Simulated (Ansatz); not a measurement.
# C₃H₄MgO₃: up Jacob's ladder to CCSD(T)

How much do the methods differ for C₃H₄MgO₃? The plan is to run it at one geometry with functionals of several rungs and with coupled cluster. The yardstick is the atomisation energy at the CCSD(T) limit.

Method: functionals in def2-TZVPP, the program's frozen cores in correlated methods; program: Ansatz 0.2.0, Gaussian basis.

The runs, in order: LDA (SPW92), PBE-D4, revPBE-D4, BLYP-D4, r2SCAN-D4, B97M-V, PBE0-D4, B3LYP-D4, r2SCANh-D4, r2SCAN0-D4, HSE06-D4, BHLYP-D4, CAM-B3LYP-D4, LC-ωPBE, ωB97X-V, ωB97M-V, B2PLYP, PBE-QIDH; CCSD(T)/def2-SVP; CCSD(T)/def2-TZVPP; MP2/def2-QZVPP; extrapolation to the limit; RPA on PBE.

## Step 1: The geometry

The geometry comes from an earlier relaxation with PBE0-D4 in a triple-zeta def2 set; it is a stationary point, not always the lowest conformer.

11 atoms, charge 0, spin multiplicity 1.

Atoms are counted from 1 here; the program's logs count them from 0.

Bond lengths: O1–Mg2 1.784 Å, O1–H8 0.949 Å, Mg2–O3 1.942 Å, Mg2–O7 1.945 Å, O3–C4 1.261 Å, C4–C5 1.395 Å, C4–H9 1.098 Å, C5–C6 1.394 Å, C5–H10 1.082 Å, C6–O7 1.262 Å, C6–H11 1.098 Å. Angles: Mg2–O1–H8 144.3°, O1–Mg2–O3 130.7°, O1–Mg2–O7 136.1°, O3–Mg2–O7 93.2°, Mg2–O3–C4 125.0°, O3–C4–C5 126.7°, O3–C4–H9 116.2°, C5–C4–H9 117.1°, C4–C5–C6 123.4°, C4–C5–H10 118.3°, C6–C5–H10 118.3°, C5–C6–O7 126.7°, C5–C6–H11 117.1°, O7–C6–H11 116.2°, Mg2–O7–C6 124.9°.

## Step 2: LDA

This LDA is Slater exchange with PW92 correlation.

Input file in.yaml:

```yaml
crystal:
  periodic: [false, false, false]
  atoms:
    - {symbol: O, position_ang: [-0.429938, -3.182292, 1.041579]}
    - {symbol: Mg, position_ang: [-0.207017, -1.506665, 0.470243]}
    - {symbol: O, position_ang: [0.472885, 0.063442, 1.388647]}
    - {symbol: C, position_ang: [0.585034, 1.209723, 0.875539]}
    - {symbol: C, position_ang: [0.251013, 1.575780, -0.428024]}
    - {symbol: C, position_ang: [-0.269377, 0.685920, -1.366250]}
    - {symbol: O, position_ang: [-0.510132, -0.539963, -1.190010]}
    - {symbol: H, position_ang: [-0.723805, -4.049374, 0.791132]}
    - {symbol: H, position_ang: [0.988010, 1.995939, 1.528224]}
    - {symbol: H, position_ang: [0.404051, 2.604110, -0.726643]}
    - {symbol: H, position_ang: [-0.495423, 1.086280, -2.363840]}
basis:
  gaussian: {orbitals: def2-TZVPP}
hamiltonian: {xc: lda}
output: {orbitals: {seedname: orbitals}}
```

The run is started by

```
ansatz run in.yaml --threads 4 --pin off --events-out ev --progress --plain --max-ram 11315MiB
```

Further steps of the session: PBE-D4 (GGA); revPBE-D4 (GGA); BLYP-D4 (GGA); r2SCAN-D4 (meta-GGA); B97M-V (meta-GGA); B3LYP-D4 (hybrid); r2SCANh-D4 (hybrid); r2SCAN0-D4 (hybrid); HSE06-D4 (hybrid); BHLYP-D4 (hybrid); CAM-B3LYP-D4 (range-separated); LC-ωPBE (range-separated); ωB97X-V (range-separated); ωB97M-V (range-separated); B2PLYP (double hybrid); PBE-QIDH (double hybrid); CCSD(T) in def2-SVP; CCSD(T) in def2-TZVPP; MP2 in def2-QZVPP; RPA on PBE orbitals.

Q: Predict the results of all the runs planned. Wanted: atomisation energy, CCSD(T)/CBS; farthest beyond LDA; mean size of error, GGA; mean size of error, meta-GGA; mean size of error, hybrid; mean size of error, range-separated; mean size of error, double hybrid; gap, smallest and largest; T1 diagnostic.

**Answer**, as computed:

```
                               quantity                                                                                                value
        atomisation energy, CCSD(T)/CBS                                                                                        4784.7 kJ/mol
 functionals within 23.9 kJ/mol (0.5 %)  revPBE-D4, B97M-V, PBE0-D4, B3LYP-D4, r2SCANh-D4, HSE06-D4, CAM-B3LYP-D4, LC-ωPBE, ωB97X-V, ωB97M-V
                    farthest beyond LDA                                                                             BHLYP-D4 (-239.7 kJ/mol)
                mean size of error, GGA                                                                                          65.6 kJ/mol
           mean size of error, meta-GGA                                                                                          24.7 kJ/mol
             mean size of error, hybrid                                                                                          64.1 kJ/mol
    mean size of error, range-separated                                                                                           9.0 kJ/mol
      mean size of error, double hybrid                                                                                          52.5 kJ/mol
              gap, smallest and largest                                                            2.82 eV (LDA (SPW92)), 10.15 eV (LC-ωPBE)
                          T1 diagnostic                                                                                               0.0160
triples share of the correlation energy                                                                                                3.8 %
```

What this shows: LDA overbinds by 799.0 kJ/mol (17 %). PBE-D4 misses by +161.1 kJ/mol. Double hybrids carry the basis error of their MP2 part in triple zeta, and no dispersion term here, so their miss is partly the set-up's. By mean error the best rung here is range-separated (9.0 kJ/mol) and the worst beyond LDA is GGA (65.6 kJ/mol). hybrid functionals lie within the reference's doubt of that worst mean (64.1 kJ/mol), so those two tie. The reference freezes the cores and leaves out relativity and excitations past (T), so misses under about 23.9 kJ/mol can't be ranked. Hartree-Fock recovers 70 % of the binding; the rest is correlation. CCSD(T) in def2-SVP is off by -253.7 kJ/mol, more than most functionals: a good method in a small basis is no reference. The gap grows from 2.8 to 10.1 eV across the functionals, mostly with the share of exact exchange. Correlated methods include outer-core shells of Mg, which these sets cover unevenly.
